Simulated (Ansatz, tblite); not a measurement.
# The cluster Zn6O5: rung by rung

An exercise on one series of results from a longer session: the logs are not shown, and one member is left open.

Program: Ansatz 0.2.0, Gaussian basis. Level of theory: as each input shows. These are calculated values, not measurements.

Levels to be run: GFN1-xTB, GFN2-xTB, PBE-D4/def2-TZVP, r2SCAN-D4/def2-TZVP, B97M-V/def2-TZVP, PBE-D4/def2-SVP, PBE0-D4/def2-SVP, MP2/def2-SVP.

2 further runs of the same task are left out: 2 set aside as unsound or not needed.

## The geometry

The singlet was relaxed beforehand with r2SCAN-D4/def2-SVP. At that level it is the lowest of the isomers that a small search found.

11 atoms, charge 0, spin multiplicity 1.

Bond lengths: Zn1–O9 1.761 Å, Zn1–O11 1.761 Å, Zn2–O8 1.756 Å, Zn2–O10 1.760 Å, Zn3–Zn6 2.307 Å, Zn3–O7 1.780 Å, Zn4–O8 1.756 Å, Zn4–O11 1.760 Å, Zn5–O7 1.761 Å, Zn5–O10 1.761 Å, Zn6–O9 1.780 Å. Angles: O9–Zn1–O11 177.9°, O8–Zn2–O10 177.4°, Zn6–Zn3–O7 165.4°, O8–Zn4–O11 177.4°, O7–Zn5–O10 177.9°, Zn3–Zn6–O9 164.6°, Zn3–O7–Zn5 109.6°, Zn2–O8–Zn4 120.4°, Zn1–O9–Zn6 109.6°, Zn2–O10–Zn5 114.6°, Zn1–O11–Zn4 114.8°.

Geometry (Å):

```xyz
11
O5Zn6
Zn   -2.44753    0.68988   -1.65888
Zn    1.92159    1.51430    1.06432
Zn    0.00106   -2.81236    0.32802
Zn   -0.42413    2.56665   -0.57290
Zn    2.19132   -1.39212    1.57546
Zn   -1.77788   -2.02446   -0.91085
O     1.48259   -2.98042    1.29983
O     1.04709    2.85483    0.34167
O    -2.94102   -0.99603   -1.78087
O     2.85054    0.22269    1.81638
O    -1.90363    2.35704   -1.50218
```

PBE0-D4/def2-TZVP was run before; its log isn't repeated, and its numbers join the tables.

The first run:

Tight binding, by tblite at 300 K electronic temperature and without a spin-polarisation term:

```python
tblite.interface.Calculator('GFN1-xTB', numbers, positions, charge=0, uhf=0).singlepoint()
```

Tight binding, by tblite at 300 K electronic temperature and without a spin-polarisation term:

```python
tblite.interface.Calculator('GFN2-xTB', numbers, positions, charge=0, uhf=0).singlepoint()
```

start.molden holds the orbitals of an earlier run on this state, given as this run's starting guess.

in.yaml

```yaml
crystal:
  periodic: [false, false, false]
  atoms:
    - {symbol: Zn, position_ang: [-2.447535, 0.689882, -1.658879]}
    - {symbol: Zn, position_ang: [1.921594, 1.514300, 1.064321]}
    - {symbol: Zn, position_ang: [0.001061, -2.812363, 0.328017]}
    - {symbol: Zn, position_ang: [-0.424130, 2.566649, -0.572900]}
    - {symbol: Zn, position_ang: [2.191316, -1.392124, 1.575458]}
    - {symbol: Zn, position_ang: [-1.777882, -2.024455, -0.910853]}
    - {symbol: O, position_ang: [1.482586, -2.980419, 1.299829]}
    - {symbol: O, position_ang: [1.047094, 2.854826, 0.341668]}
    - {symbol: O, position_ang: [-2.941016, -0.996034, -1.780875]}
    - {symbol: O, position_ang: [2.850538, 0.222694, 1.816379]}
    - {symbol: O, position_ang: [-1.903627, 2.357045, -1.502175]}
basis:
  gaussian: {orbitals: def2-TZVP, initial_orbitals: start.molden}
hamiltonian: {xc: pbe, dispersion: d4}
scf: {omitted_lower_state_checks: [starts]}
output: {forces: true, orbitals: {seedname: orbitals}}
```

Started as:

```bash
> ansatz run in.yaml --threads 4 --pin off --events-out ev --progress --plain --max-ram 6963MiB
```

Steps of the session up to this table: PBE-D4/def2-TZVP; r2SCAN-D4/def2-TZVP; B97M-V/def2-TZVP; PBE-D4/def2-SVP; PBE0-D4/def2-SVP; MP2/def2-SVP.

One table of the session follows, with a row left open; its other results are not shown here.

It belongs to the step «Binding energy». 

| level | binding an atom (eV) |
| --- | --- |
| HF/def2-SVP | 1.239 |
| PBE-D4/def2-SVP | 2.827 |
| PBE-D4/def2-TZVP | 2.703 |
| r2SCAN-D4/def2-TZVP | 2.712 |
| B97M-V/def2-TZVP | ? |
| PBE0-D4/def2-SVP | 2.598 |
| PBE0-D4/def2-TZVP | 2.531 |
| MP2/def2-SVP | 2.587 |

Estimate the missing values for B97M-V/def2-TZVP.

As computed: binding an atom (eV): 2.529. In the column «binding an atom (eV)» it lies between HF/def2-SVP (1.239) and PBE0-D4/def2-TZVP (2.531).

To keep in mind: Free atoms were run apart at each level; binding is atoms less cluster, divided by the number of atoms, without zero-point or spin-orbit terms.
